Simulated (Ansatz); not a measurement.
# TaRu2: what a guessed cell relaxes into

Aim: relax a trial structure of TaRu2 and see where it ends.

Computed with Ansatz 0.2.0 (DFT PBE, scalar-relativistic, plane waves, PAW, unless a step's input says otherwise).

## 1. Starting point

It takes space group Fm-3m (No. 225, cubic). Conventional cell: a = 5.546 Å, b = 5.546 Å, c = 5.546 Å, α = 90.00°, β = 90.00°, γ = 90.00°. Ta (site symmetry m-3m) has 8 Ru at 2.40 Å in its first shell of neighbours. Ru (site symmetry -43m) is surrounded by 4 Ta at 2.40 Å.

Structure file:

```xyz
3
Lattice="0.0000 2.7730 2.7730 2.7730 0.0000 2.7730 2.7730 2.7730 0.0000" Properties=species:S:1:pos:R:3 pbc="T T T"
Ta    2.7730    2.7730    2.7730
Ru    4.1595    4.1595    4.1595
Ru    1.3865    1.3865    1.3865
```

Recipe of the guess: random cell by space group and Wyckoff sites (Fm-3m, No. 225). Its size is a rough estimate.

## 2. The guess as it stands, on a coarse mesh

The input, input.yaml:

```yaml
crystal:
  lattice:
    - [0.0, 2.77296908, 2.77296908]
    - [2.77296908, 0.0, 2.77296908]
    - [2.77296908, 2.77296908, 0.0]
  atoms:
    - { symbol: Ta, position: [0.5, 0.5, 0.5] }
    - { symbol: Ru, position: [0.75, 0.75, 0.75] }
    - { symbol: Ru, position: [0.25, 0.25, 0.25] }
basis:
  ecutwfc: 420
kpoints:
  mp_grid: { grid: [6, 6, 6] }
hamiltonian:
  xc: pbe
scf:
  occupations: { method: gaussian, width: 0.1 }
  lower_state_search: "off"
output:
  forces: true
  stress: true
  eigenvalues: true
```

The run is started by

```console
> ansatz run input.yaml --threads 1 --pin off --max-ram 2560MiB --backend cpu --events-out ev --progress --plain --runs-dir out
```

The session goes on with these runs: rough relaxation on the coarse mesh; spin check on a coarse mesh; full relaxation.

**Question.** What will these runs give? Wanted: conventional cell; volume; energy over the elements; gap on the mesh.

As calculated:

| quantity | value |
| --- | --- |
| symmetry at the end (tolerance 0.05 Å) | space group Fm-3m (No. 225) |
| conventional cell | a = 5.981 Å, b = 5.981 Å, c = 5.981 Å, α = 90.00°, β = 90.00°, γ = 90.00° |
| volume | 17.83 Å³/atom |
| energy over the elements | +0.35 eV/atom |
| gap on the mesh | none (metal) |

The space group Fm-3m (No. 225) is kept, and the volume per atom grows by 25.4 % from the first guess. The formation energy is positive, so the separate elements lie lower. No finished test with a distortion of lower symmetry is shown, so the end may be a saddle point. Spin-orbit coupling is left out for Ta. Other magnetic orders were not searched.
